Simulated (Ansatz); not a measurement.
# C2H5FO2Si: the cost of one run

Program: the Python package of Ansatz 0.2.0. Level of theory: r2SCAN/cc-pVDZ. These are calculated values, not measurements.

## (1) The system

Bond lengths: O1–C2 1.250 Å, C2–O3 1.322 Å, C2–C4 1.454 Å, C4–Si5 1.900 Å, Si5–F6 1.627 Å, O3–H7 1.018 Å, C4–H8 1.113 Å, C4–H9 1.069 Å, Si5–H10 1.451 Å, Si5–H11 1.486 Å. Angles (14 of 16 angles, heavy atoms first): O1–C2–O3 118.1°, O1–C2–C4 132.2°, O3–C2–C4 109.6°, C2–C4–Si5 114.0°, C4–Si5–F6 107.5°, C2–O3–H7 106.3°, C2–C4–H8 107.6°, C2–C4–H9 113.6°, Si5–C4–H8 106.0°, Si5–C4–H9 110.2°, C4–Si5–H10 109.2°, C4–Si5–H11 111.8°, F6–Si5–H10 108.0°, F6–Si5–H11 107.5°.

The script holds or builds the structure itself.

## (2) Script

Input file c2h5fo2si_energy.py:

```python
"""Single point of C2H5FO2Si in a Gaussian basis."""

import ansatz as az
from ase import Atoms
import numpy as np

BASIS_SET = "cc-pVDZ"
FUNCTIONAL = "r2scan"

atoms = Atoms(["O", "C", "O", "C", "Si", "F", "H", "H", "H", "H", "H"], positions=[
    (1.1435, -1.6117, -0.3047),
    (0.9241, -0.6562, 0.4704),
    (1.674, -0.5493, 1.5541),
    (-0.0028, 0.4619, 0.4057),
    (-1.1932, 0.3963, -1.0742),
    (-2.1959, 1.6721, -0.9523),
    (2.3467, -1.3118, 1.5122),
    (-0.6419, 0.4213, 1.3158),
    (0.4746, 1.4172, 0.454),
    (-0.4355, 0.5359, -2.3042),
    (-2.0283, -0.8327, -1.0563),
])
mol = az.Crystal.molecule_from_ase(atoms)

base = (
    mol.calculation()
    .basis(gaussian=BASIS_SET)
    .functional(FUNCTIONAL)
    .forces()
)
outcome = base.run(threads=1, pin="off")
report = outcome.report

print("reference energy %16.6f eV" % report["reference_energy_ev"])
print("total energy     %16.6f eV" % report["free_energy_ev"])
print("occupied orbitals outside the frozen core (up, down):", report["n_occupied"], " frozen:", report["n_frozen"], " virtual:", report["n_virtual"])

symbols = [site.symbol for site in mol.cartesian_sites]
forces = np.array(report["forces_ev_ang"])
print("largest force", round(float(np.linalg.norm(forces, axis=1).max()), 4), "eV/A, rms", round(float(np.sqrt((forces ** 2).mean())), 4))

charges = report["charge_distribution"]
print("dipole moment", round(4.803205 * float(np.linalg.norm(charges["dipole_moment_e_ang"])), 3), "D")
print("Mulliken:", [(s, round(q, 3)) for s, q in zip(symbols, charges["mulliken_charges_e"])])
```

## (3) Running it

The run is started by

```console
$ python c2h5fo2si_energy.py
```

Q: Estimate wall time and peak memory on 1 thread of Arm Neoverse V1, shared host.

About 8.2 s, with a peak of 0.23 GiB.
